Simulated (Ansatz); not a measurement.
# CH4ClNOSSi: the cost of one run

Method: RKS r2SCAN/def2-SVP, in Ansatz 0.2.0.

### Step 1. The starting structure

Bond lengths: N1–Si2 1.751 Å, Si2–S3 2.139 Å, Si2–Cl4 2.037 Å, Si2–C5 1.879 Å, C5–O6 1.237 Å, N1–H7 1.061 Å, N1–H8 1.032 Å, S3–H9 1.379 Å, C5–H10 1.087 Å. Angles: N1–Si2–S3 105.2°, N1–Si2–Cl4 104.4°, N1–Si2–C5 115.6°, S3–Si2–Cl4 109.9°, S3–Si2–C5 110.7°, Cl4–Si2–C5 110.7°, Si2–N1–H7 104.2°, Si2–N1–H8 107.2°, H7–N1–H8 100.9°, Si2–S3–H9 95.4°, Si2–C5–O6 119.2°, Si2–C5–H10 116.1°, O6–C5–H10 124.6°.

As a file:

```xyz
10

N     1.4849   -0.0349    0.5237
Si   -0.1419   -0.3809   -0.0227
S    -1.3229   -0.4708    1.7581
Cl   -0.0102   -2.2328   -0.8611
C    -0.8695    0.8508   -1.2417
O    -0.1939    1.8278   -1.5874
H     1.4379    0.9714    0.8582
H     2.0739    0.0660   -0.3177
H    -0.4754   -1.3233    2.4340
H    -1.8997    0.6755   -1.5405
```

### Step 2. Relaxing end A

File input.yaml:

```yaml
crystal:
  periodic: [false, false, false]
  atoms:
    - { symbol: "N", position_ang: [1.4849, -0.0349, 0.5237] }
    - { symbol: Si, position_ang: [-0.1419, -0.3809, -0.0227] }
    - { symbol: S, position_ang: [-1.3229, -0.4708, 1.7581] }
    - { symbol: Cl, position_ang: [-0.0102, -2.2328, -0.8611] }
    - { symbol: C, position_ang: [-0.8695, 0.8508, -1.2417] }
    - { symbol: O, position_ang: [-0.1939, 1.8278, -1.5874] }
    - { symbol: H, position_ang: [1.4379, 0.9714, 0.8582] }
    - { symbol: H, position_ang: [2.0739, 0.066, -0.3177] }
    - { symbol: H, position_ang: [-0.4754, -1.3233, 2.434] }
    - { symbol: H, position_ang: [-1.8997, 0.6755, -1.5405] }
basis:
  gaussian: { orbitals: def2-SVP }
hamiltonian:
  xc: r2scan
relax:
  f_tol: 0.015
  max_steps: 40
```

Run with:

```sh
$ ansatz run input.yaml --threads 2 --pin off --max-ram 3072MiB --backend cpu --events-out ev --progress --plain --runs-dir out
```

What time and memory should one allow on 2 threads of Arm Neoverse V1, shared host?

About 1.7 min, with a peak of 0.24 GiB.
